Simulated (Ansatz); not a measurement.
# C2H7FGeOSi: the cost of one run

Method: RKS PBE0-D4/def2-SVP, in Ansatz 0.2.0.

**1. The system as given**

Bond lengths: O1–Si2 1.662 Å, Si2–C3 1.844 Å, C3–Ge4 2.006 Å, C3–C5 1.319 Å, C5–F6 1.376 Å, O1–H7 0.993 Å, Si2–H8 1.474 Å, Si2–H9 1.514 Å, Ge4–H10 1.503 Å, Ge4–H11 1.549 Å, Ge4–H12 1.537 Å, C5–H13 1.084 Å. Angles (14 of 19 angles, heavy atoms first): O1–Si2–C3 109.6°, Si2–C3–Ge4 118.9°, Si2–C3–C5 123.1°, Ge4–C3–C5 117.9°, C3–C5–F6 121.0°, O1–Si2–H8 109.5°, O1–Si2–H9 110.1°, C3–Si2–H8 108.8°, C3–Si2–H9 109.0°, Si2–O1–H7 106.4°, C3–Ge4–H10 109.0°, C3–Ge4–H11 106.1°, C3–Ge4–H12 105.9°, C3–C5–H13 124.2°.

As a file:

```xyz
13

O    -2.4295   -1.0143    0.1257
Si   -0.8940   -1.0555    0.7596
C     0.0708    0.3872    0.1378
Ge    1.7573    0.0517   -0.8952
C    -0.2520    1.6384    0.4042
F    -1.3644    1.9382    1.1558
H    -2.3276   -1.0579   -0.8606
H    -0.2193   -2.2956    0.3352
H    -0.9532   -0.9933    2.2707
H     2.9176    0.6420   -0.1443
H     1.8703   -1.4862   -1.0446
H     1.5493    0.7105   -2.2679
H     0.2953    2.4999    0.0384
```

**2. End point A**

Contents of input.yaml:

```yaml
crystal:
  periodic: [false, false, false]
  atoms:
    - { symbol: O, position_ang: [-2.4295, -1.0143, 0.1257] }
    - { symbol: Si, position_ang: [-0.894, -1.0555, 0.7596] }
    - { symbol: C, position_ang: [0.0708, 0.3872, 0.1378] }
    - { symbol: Ge, position_ang: [1.7573, 0.0517, -0.8952] }
    - { symbol: C, position_ang: [-0.252, 1.6384, 0.4042] }
    - { symbol: F, position_ang: [-1.3644, 1.9382, 1.1558] }
    - { symbol: H, position_ang: [-2.3276, -1.0579, -0.8606] }
    - { symbol: H, position_ang: [-0.2193, -2.2956, 0.3352] }
    - { symbol: H, position_ang: [-0.9532, -0.9933, 2.2707] }
    - { symbol: H, position_ang: [2.9176, 0.642, -0.1443] }
    - { symbol: H, position_ang: [1.8703, -1.4862, -1.0446] }
    - { symbol: H, position_ang: [1.5493, 0.7105, -2.2679] }
    - { symbol: H, position_ang: [0.2953, 2.4999, 0.0384] }
basis:
  gaussian: { orbitals: def2-SVP }
hamiltonian:
  xc: pbe0
  dispersion: d4
relax:
  f_tol: 0.015
  max_steps: 40
output:
  orbitals: {}
```

Started as:

```bash
$ ansatz run input.yaml --threads 2 --pin off --max-ram 3072MiB --backend cpu --events-out ev --progress --plain --runs-dir out
```

Q: Estimate wall time and peak memory on 2 threads of Intel Xeon Platinum 8488C (Sapphire Rapids), shared host.

About 2.1 min, with a peak of 0.46 GiB.
